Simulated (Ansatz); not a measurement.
Crystal: Hf2Pd2Se2Br2O3.

```xyz
11
Lattice="3.7261 0.0000 0.0000 -1.8631 3.2269 0.0000 0.0000 0.0000 17.0087" Properties=species:S:1:pos:R:3 pbc="T T T"
Hf    1.8631    1.0756   15.8835
Hf    0.0000    2.1513    1.1251
Pd    0.0000    0.0000    5.1533
Pd    0.0000    0.0000   11.8554
Se    0.0000    2.1513    3.8523
Se    1.8631    1.0756   13.1564
Br    1.8631    1.0756    6.7800
Br    0.0000    2.1513   10.2287
O     0.0000    2.1513   15.7652
O     1.8631    1.0756    1.2435
O     0.0000    0.0000    0.0000
```

The cell was built by a generator and needn't be a form met in nature.

Base run:

- Program: Ansatz 0.2.0
- Functional: PBE
- Potentials or basis: Ansatz PAW
- Cutoff: 420 eV (not typed: the program's choice for these potentials)
- k mesh: 8 × 8 × 2
- Occupations: fermi-dirac, width 0.05 eV
- Spin: no spin polarisation
- Hubbard terms: Hf d U = 6 eV, Pd d U = 6 eV

Its results: band gap on the k mesh none (metal or under the smearing width); pressure 3.6 GPa; largest force 1.365 eV/Å.

**Question.** The run is repeated on the same cell with these changes: hubbard terms from Hf d U = 6 eV, Pd d U = 6 eV to Hf d U = 8 eV, Pd d U = 8 eV. What comes out?

**Answer.** Band gap on the k mesh none (metal or under the smearing width); pressure 5.5 GPa; largest force 2.148 eV/Å.

Caveats: this functional lacks dispersion, which binds the layers, so the pressure and a relaxed spacing across them are unreliable; U without spin polarisation on a metal has little footing; forces of over 1 eV/Å show positions far from the minimum, so gaps and moduli don't describe the material at rest.
